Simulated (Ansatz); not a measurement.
# Cl4F2HTa: the cost of one run

Program: Ansatz 0.2.0. Level of theory: RKS LDA/def2-SVP. These are calculated values, not measurements.

1 further run of the same task is left out (it didn't finish).

**1. The structure to begin with**

Bond lengths: Ta1–F2 2.280 Å, Ta1–Cl3 2.470 Å, Ta1–Cl4 2.470 Å, Ta1–Cl5 2.470 Å, Ta1–F6 1.930 Å, Ta1–Cl7 2.770 Å. Angles (14 of 15 angles, heavy atoms first): F2–Ta1–Cl3 90.0°, F2–Ta1–Cl4 90.0°, F2–Ta1–Cl5 120.0°, F2–Ta1–F6 120.0°, F2–Ta1–Cl7 71.6°, Cl3–Ta1–Cl4 180.0°, Cl3–Ta1–Cl5 90.0°, Cl3–Ta1–F6 90.0°, Cl3–Ta1–Cl7 57.4°, Cl4–Ta1–Cl5 90.0°, Cl4–Ta1–F6 90.0°, Cl4–Ta1–Cl7 122.6°, Cl5–Ta1–F6 120.0°, Cl5–Ta1–Cl7 58.7°.

As a file:

```xyz
8

Ta    0.0000    0.0000    0.0000
F     2.2800    0.0000    0.0000
Cl    0.0000    0.0000    2.4700
Cl    0.0000    0.0000   -2.4700
Cl   -1.2350    2.1390    0.0000
F    -0.9650   -1.6714    0.0000
Cl    0.8734    2.1650    1.4909
H     2.0981    1.0641    0.7328
```

**2. Pulling towards end A**

Springs on the bonds that form and break draw the guess towards this end; the thresholds are loose.

Contents of input.yaml:

```yaml
crystal:
  periodic: [false, false, false]
  atoms:
    - { symbol: Ta, position_ang: [0.0, 0.0, 0.0] }
    - { symbol: F, position_ang: [2.28, 0.0, 0.0] }
    - { symbol: Cl, position_ang: [0.0, 0.0, 2.47] }
    - { symbol: Cl, position_ang: [0.0, 0.0, -2.47] }
    - { symbol: Cl, position_ang: [-1.235, 2.139, 0.0] }
    - { symbol: F, position_ang: [-0.965, -1.6714, 0.0] }
    - { symbol: Cl, position_ang: [0.8734, 2.165, 1.4909] }
    - { symbol: H, position_ang: [2.0981, 1.0641, 0.7328] }
basis:
  gaussian: { orbitals: def2-SVP }
hamiltonian:
  xc: lda
relax:
  f_tol: 0.15
  max_steps: 25
  restrain:
    - { distance: [0, 6], at: 3.67, k: 30.0 }
    - { distance: [7, 1], at: 2.12, k: 30.0 }
    - { distance: [0, 1], at: 1.93, k: 30.0 }
    - { distance: [7, 6], at: 1.37, k: 30.0 }
```

Run with:

```console
$ ansatz run input.yaml --threads 4 --pin off --max-ram 5120MiB --backend cpu --events-out ev --progress --plain --runs-dir out
```

**Question.** How long does this run take on 4 threads of Arm Neoverse V2, shared host, and how much memory does it need?

About 14 s, with a peak of 0.22 GiB.
